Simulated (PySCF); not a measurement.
# ZrNH2Cl3 (SMILES [NH2][Zr]([Cl])([Cl])[Cl]) at 6 levels

Aim: a comparison of 6 runs (HF/3-21G, CAM-B3LYP/def2-SVP, PBE0/def2-SVP, B3LYP/def2-SVPD, CCSD/3-21G, CCSD(T)/def2-SVP) of ZrNH2Cl3. The job is set up through a Python script.

The results are computed with PySCF 2.14.0.

### 1 The molecule

ZrNH2Cl3 has 7 atoms, charge 0, and is taken as a singlet. As SMILES, `[NH2][Zr]([Cl])([Cl])[Cl]`. Geometry: a GFN2-xTB relaxation, a rough one for these elements and not checked as a minimum.

Bond lengths: Zr1–N2 1.984 Å, Zr1–Cl5 2.272 Å, Zr1–Cl6 2.273 Å, Zr1–Cl7 2.273 Å, N2–H3 1.024 Å, N2–H4 1.025 Å. Angles: N2–Zr1–Cl5 114.7°, N2–Zr1–Cl6 114.7°, N2–Zr1–Cl7 115.7°, Cl5–Zr1–Cl6 104.5°, Cl5–Zr1–Cl7 103.1°, Cl6–Zr1–Cl7 102.6°, Zr1–N2–H3 126.7°, Zr1–N2–H4 126.1°, H3–N2–H4 107.2°.

### 2 Energy and forces at HF/3-21G (run 1)

calc.py

```python
import pyscf.grad
from pyscf import gto

mol = gto.M(
    atom='''
Zr     0.001890    -0.005600    -0.611510
N      0.011110     0.020860     1.371810
H      0.764300    -0.304230     1.984970
H     -0.750270     0.347980     1.975110
Cl     2.061020    -0.028510    -1.571500
Cl    -1.055730     1.758380    -1.578780
Cl    -1.032320    -1.788880    -1.570100
''',
    spin=0,
    verbose=3,
    basis='3-21g',
    max_memory=1860,
    charge=0,
)

mf = mol.RHF()
mf.conv_tol = 1e-10
mf.kernel()
if not mf.converged:
    mf = mf.newton().run(mf.mo_coeff, mf.mo_occ)

etot = mf.e_tot
print('Final energy', etot)
grad = mf.Gradients().kernel()
mf.analyze()
```

Command:

```
OMP_NUM_THREADS=1 python calc.py
```

Standard output:

```text
converged SCF energy = -4949.53176316398
Final energy -4949.53176316398
[... 18 lines left out ...]
MO #8   energy= -83.3156863185951  occ= 2
[... 7 lines left out ...]
MO #16  energy= -10.5043897828944  occ= 2
[... 7 lines left out ...]
MO #24  energy= -7.96410317903262  occ= 2
[... 7 lines left out ...]
MO #32  energy= -1.61529697778138  occ= 2
[... 7 lines left out ...]
MO #40  energy= -0.596892068697384 occ= 2
[... 7 lines left out ...]
MO #48  energy= -0.477850152098412 occ= 2
[... 7 lines left out ...]
MO #56  energy= 0.0711592589565337 occ= 0
[... 7 lines left out ...]
MO #64  energy= 0.324585353984355  occ= 0
[... 7 lines left out ...]
MO #72  energy= 0.874910836660745  occ= 0
[... 7 lines left out ...]
MO #80  energy= 1.11817010046624   occ= 0
[... 7 lines left out ...]
MO #88  energy= 2.55903785287529   occ= 0
[... 8 lines left out ...]
Dipole moment(X, Y, Z, Debye):  0.13173,  0.14484,  5.54798
```

It took 6 s on 1 thread of Arm Neoverse V2, shared host; peak memory 0.18 GiB.

### 3 Energy and gradient at CAM-B3LYP/def2-SVP (core potential) (run 2)

job.py

```python
from pyscf import gto, dft

system = gto.M(
    atom='''
Zr   0.001890  -0.005600  -0.611510
N    0.011110   0.020860   1.371810
H    0.764300  -0.304230   1.984970
H   -0.750270   0.347980   1.975110
Cl   2.061020  -0.028510  -1.571500
Cl  -1.055730   1.758380  -1.578780
Cl  -1.032320  -1.788880  -1.570100
''',
    spin=0,
    max_memory=1860,
    verbose=4,
    ecp={'Zr': 'def2-svp'},
    basis='def2-svp',
    charge=0,
)

mf = dft.RKS(system, xc='cam-b3lyp')
mf.conv_tol = 1e-10
mf.grids.level = 5
mf.kernel()
if not mf.converged:
    mf = mf.newton().run(mf.mo_coeff, mf.mo_occ)

e_tot = mf.e_tot
print('Final energy', e_tot)
grad = mf.nuc_grad_method().kernel()
mf.analyze()
```

Command:

```
OMP_NUM_THREADS=1 python job.py
```

Standard output:

```text
PySCF version 2.14.0

[... 98 lines left out ...]
Two-electron Coulomb Energy =         1044.907446748409484
[... 11 lines left out ...]
MO #9   energy= -7.29135649750465  occ= 2
[... 9 lines left out ...]
MO #19  energy= -1.38709564790909  occ= 2
[... 9 lines left out ...]
MO #29  energy= -0.437174919765389 occ= 2
[... 9 lines left out ...]
MO #39  energy= 0.00672940401752099 occ= 0
[... 9 lines left out ...]
MO #49  energy= 0.234723512561335  occ= 0
[... 9 lines left out ...]
MO #59  energy= 0.666146384106394  occ= 0
[... 9 lines left out ...]
MO #69  energy= 0.839076326456773  occ= 0
[... 9 lines left out ...]
MO #79  energy= 0.936111181051036  occ= 0
[... 9 lines left out ...]
MO #89  energy= 1.20950309206923   occ= 0
[... 9 lines left out ...]
MO #99  energy= 1.71686352218153   occ= 0
[... 9 lines left out ...]
MO #109 energy= 32.7510805085909   occ= 0
[... 80 lines left out ...]
pop of  5 Cl 2py          1.99992
pop of  5 Cl 2pz          1.99992
pop of  5 Cl 3px          1.88700
pop of  5 Cl 3py          1.80164
pop of  5 Cl 3pz          1.87580
pop of  5 Cl 4px          0.00385
pop of  5 Cl 4py          0.01009
pop of  5 Cl 4pz          0.00663
pop of  5 Cl 3dxy         0.00421
pop of  5 Cl 3dyz         0.00458
pop of  5 Cl 3dz^2        0.00203
pop of  5 Cl 3dxz         0.00235
pop of  5 Cl 3dx2-y2      0.00365
pop of  6 Cl 1s           1.99999
pop of  6 Cl 2s           1.99982
pop of  6 Cl 3s           1.91891
pop of  6 Cl 4s           0.01001
pop of  6 Cl 2px          1.99992
pop of  6 Cl 2py          1.99992
pop of  6 Cl 2pz          1.99993
pop of  6 Cl 3px          1.88667
pop of  6 Cl 3py          1.80756
pop of  6 Cl 3pz          1.87689
pop of  6 Cl 4px          0.00370
pop of  6 Cl 4py          0.01032
pop of  6 Cl 4pz          0.00688
pop of  6 Cl 3dxy         0.00421
pop of  6 Cl 3dyz         0.00461
pop of  6 Cl 3dz^2        0.00201
pop of  6 Cl 3dxz         0.00227
pop of  6 Cl 3dx2-y2      0.00367
 ** Mulliken atomic charges  **
charge of    0Zr =      2.02140
charge of    1N =     -0.90328
charge of    2H =      0.22017
charge of    3H =      0.21967
charge of    4Cl =     -0.49086
charge of    5Cl =     -0.52980
charge of    6Cl =     -0.53730
Dipole moment(X, Y, Z, Debye):  0.11578,  0.12304,  3.75160
```

Run time: 60 s. Hardware: 1 thread of Arm Neoverse V2, shared host; peak memory 1.1 GiB.

Runs 3 to 5 aren't shown in full; the table further down has their settings and results.

### 4 A single-point energy at CCSD(T)/def2-SVP (core potential) (run 6)

calc.py

```python
from pyscf import gto, scf, cc

system = gto.M(
    atom='''
Zr       0.001890      -0.005600      -0.611510
N        0.011110       0.020860       1.371810
H        0.764300      -0.304230       1.984970
H       -0.750270       0.347980       1.975110
Cl       2.061020      -0.028510      -1.571500
Cl      -1.055730       1.758380      -1.578780
Cl      -1.032320      -1.788880      -1.570100
''',
    verbose=4,
    basis='def2-svp',
    max_memory=1860,
    ecp={'Zr': 'def2-svp'},
)

mf = scf.RHF(system)
mf.conv_tol = 1e-10
mf.kernel()
if not mf.converged:
    mf = mf.newton().run(mf.mo_coeff, mf.mo_occ)

mycc = cc.CCSD(mf, frozen=16)
mycc.kernel()
e_t = mycc.ccsd_t()
energy = mycc.e_tot + e_t
print('E = %.10f Eh' % energy)
mf.analyze()
```

Command:

```
OMP_NUM_THREADS=1 python calc.py
```

Standard output:

```text
PySCF version 2.14.0

[... 102 lines left out ...]
Two-electron Coulomb Energy =         1043.786104624568679
[... 11 lines left out ...]
MO #9   energy= -8.02868121553621  occ= 2
[... 9 lines left out ...]
MO #19  energy= -1.61166840199982  occ= 2
[... 9 lines left out ...]
MO #29  energy= -0.518716923989272 occ= 2
[... 9 lines left out ...]
MO #39  energy= 0.0830374660211059 occ= 0
[... 9 lines left out ...]
MO #49  energy= 0.31141819347073   occ= 0
[... 9 lines left out ...]
MO #59  energy= 0.822733825150836  occ= 0
[... 9 lines left out ...]
MO #69  energy= 1.0267213015684    occ= 0
[... 9 lines left out ...]
MO #79  energy= 1.12903233037265   occ= 0
[... 9 lines left out ...]
MO #89  energy= 1.3976309641675    occ= 0
[... 9 lines left out ...]
MO #99  energy= 1.91136427767839   occ= 0
[... 9 lines left out ...]
MO #109 energy= 33.4785031777675   occ= 0
[... 80 lines left out ...]
pop of  5 Cl 2py          1.99999
pop of  5 Cl 2pz          1.99999
pop of  5 Cl 3px          1.90748
pop of  5 Cl 3py          1.82644
pop of  5 Cl 3pz          1.89483
pop of  5 Cl 4px          0.00403
pop of  5 Cl 4py          0.00925
pop of  5 Cl 4pz          0.00643
pop of  5 Cl 3dxy         0.00449
pop of  5 Cl 3dyz         0.00486
pop of  5 Cl 3dz^2        0.00222
pop of  5 Cl 3dxz         0.00247
pop of  5 Cl 3dx2-y2      0.00386
pop of  6 Cl 1s           2.00000
pop of  6 Cl 2s           1.99997
pop of  6 Cl 3s           1.91766
pop of  6 Cl 4s           0.00932
pop of  6 Cl 2px          1.99999
pop of  6 Cl 2py          1.99999
pop of  6 Cl 2pz          1.99999
pop of  6 Cl 3px          1.90814
pop of  6 Cl 3py          1.82910
pop of  6 Cl 3pz          1.89606
pop of  6 Cl 4px          0.00392
pop of  6 Cl 4py          0.00945
pop of  6 Cl 4pz          0.00655
pop of  6 Cl 3dxy         0.00448
pop of  6 Cl 3dyz         0.00491
pop of  6 Cl 3dz^2        0.00213
pop of  6 Cl 3dxz         0.00241
pop of  6 Cl 3dx2-y2      0.00388
 ** Mulliken atomic charges  **
charge of    0Zr =      2.28558
charge of    1N =     -0.97102
charge of    2H =      0.21864
charge of    3H =      0.21800
charge of    4Cl =     -0.56062
charge of    5Cl =     -0.59262
charge of    6Cl =     -0.59795
Dipole moment(X, Y, Z, Debye):  0.10387,  0.10607,  4.04913
```

Wall time 2.4 min (1 thread of Arm Neoverse V2, shared host); peak memory 0.83 GiB.

### 5 Overview of the runs

| run | level | core potential | integration grid | energy (Eh) | dipole moment (D) of the reference | HOMO energy (eV) | LUMO energy (eV) | wall time |
| --- | --- | --- | --- | --- | --- | --- | --- | --- |
| 1 | HF/3-21G | – | – | -4949.531763 | 5.55 | -11.96 | 0.59 | 6 s |
| 2 | CAM-B3LYP/def2-SVP (core potential) | def2-svp | 5 | -1483.381075 | 3.76 | -9.60 | -0.53 | 60 s |
| 3 | PBE0/def2-SVP (core potential) | def2-svp | 5 | -1482.883665 | 3.79 | -8.26 | -1.74 | 47 s |
| 4 | B3LYP/def2-SVPD (core potential) | def2-svp | 5 | -1483.491091 | 3.44 | -8.17 | -2.20 | 78 s |
| 5 | CCSD/3-21G | – | – | -4949.985948 | 5.55 | -11.96 | 0.59 | 12 s |
| 6 | CCSD(T)/def2-SVP (core potential) | def2-svp | – | -1481.328403 | 4.05 | -11.74 | 1.54 | 2.4 min |

### 6 Summary of results

| quantity | value |
| --- | --- |
| run 6: total energy | -1481.32840 Eh |
| run 6: dipole moment (Hartree–Fock density) | 4.05 D |
| run 6: HOMO energy (Hartree–Fock orbitals) | -11.74 eV |
| run 6: LUMO energy (Hartree–Fock orbitals) | 1.54 eV |
| run 6: HOMO–LUMO gap (Hartree–Fock orbitals) | 13.28 eV |
| run 6: correlation energy (16 core orbitals frozen) | -879.6 mEh |
| run 6: (T) correction | -27.26 mEh |
| run 6: T1 diagnostic | 0.016 |

**Reading.** Over runs 1, 2, 3, 4 the dipole moment (its size) runs from 3.44 D (B3LYP/def2-SVPD) to 5.55 D (HF/3-21G). The two ends differ in method and basis and core potential. Over runs 1, 2, 3, 4 the HOMO–LUMO gap runs from 5.97 eV (B3LYP/def2-SVPD) to 12.55 eV (HF/3-21G). Totals of different functionals can't be ranked against each other. Some runs of one species differ in core potentials or relativity; totals across that change don't compare. In runs 1, 5 relativity is left out where basis or elements ask for it. All runs together took 5.8 min, the longest 2.4 min.
